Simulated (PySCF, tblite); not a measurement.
# C7H13 radical: geometry, infrared bands and EPR parameters

Aim: predict the infrared bands and EPR parameters of C7H13 radical (`CC[C]1CC[C@H]1C`).

Computed with tblite 0.8.0 and PySCF 2.14.0, with density-fitted response routines of our own, on a single molecule in the gas phase. Atoms count from 0, in the outputs and in this text.

## (1) Starting geometry

20 atoms, charge 0, multiplicity 2; geometry from: force field or distance geometry start.

Bonds of the start (Å): C0–C1 1.53, C1–C2 1.51, C2–C3 1.52, C3–C4 1.50, C4–C5 1.51, C5–C6 1.48, C5–C2 1.50, C0–H7 1.09, C0–H8 1.11, C0–H9 1.12, C1–H10 1.11, C1–H11 1.09, C3–H12 1.09, C3–H13 1.11, C4–H14 1.11, C4–H15 1.11, C5–H16 1.12, C6–H17 1.13, C6–H18 1.08, C6–H19 1.11.

## (2) Relaxing the molecule with GFN2-xTB

What the job is given:

```
{"job": {"kind": "relax", "xc": "GFN2-xTB", "basis": "xTB"}, "charge": 0, "multiplicity": 2}
C      2.430800    -0.360900    -0.292800
C      0.975100    -0.567200    -0.715300
C      0.159200    -0.559300     0.551600
C      0.329900     0.794100     1.216700
C     -0.853100     1.237500     0.403300
C     -1.292900    -0.206900     0.458200
C     -2.093600    -0.730500    -0.676300
H      2.545500    -0.714500     0.732700
H      3.153100    -0.844100    -0.981600
H      2.679600     0.727600    -0.319000
H      0.871600    -1.513500    -1.285000
H      0.720300     0.239800    -1.406100
H      1.270100     1.318300     1.043000
H      0.047500     0.677800     2.284500
H     -0.544400     1.613300    -0.599600
H     -1.544500     1.935000     0.930300
H     -1.794900    -0.379800     1.448100
H     -2.379200    -1.795800    -0.442700
H     -1.633900    -0.685100    -1.652400
H     -3.051400    -0.175200    -0.700800
```

Launch:

```console
$ OMP_NUM_THREADS=1 python probes_run.py task.json out
```

The driver reads the jobs from task.json and runs them one after another.

**Question.** This job is followed by: GFN2-xTB harmonic vibrations, gas phase; UKS B3LYP, pcH-1 on C H, non-relativistic, mean-field spin-orbit, GIAO. What will the session give for the following? strongest single infrared mode (GFN2-xTB); zero-point energy (GFN2-xTB); g(iso) (B3LYP); ⟨S²⟩; largest a(iso) (averaged by class); surface potential, 1st and 99th percentile.

The runs gave:

```
                                 quantity                 value
strongest single infrared mode (GFN2-xTB)  2855 cm⁻¹, 65 km/mol
             zero-point energy (GFN2-xTB)        112.0 kcal/mol
                           g(iso) (B3LYP)               2.00262
                                     ⟨S²⟩    0.754 (exact 0.75)
       largest a(iso) (averaged by class)  1H on H11, 133.0 MHz
    surface potential, 1st and 99th percentile    -0.30 V and 0.48 V
```

The optimisation took 106 steps and gained 1.030 eV; among the close pairs (by a distance rule), C5–C6 changed most, from 1.484 to 1.529 Å. No mode is imaginary among the 54: a minimum at this level. The strongest single mode, at 2855 cm⁻¹, moves mainly H16. Unscaled tight-binding wavenumbers are off by several per cent, some by more. Its intensities can rank the bands wrongly. C2 carries the largest spin population, 0.96 e. The isotropic g lies 0.3 ppt above the free-electron value.
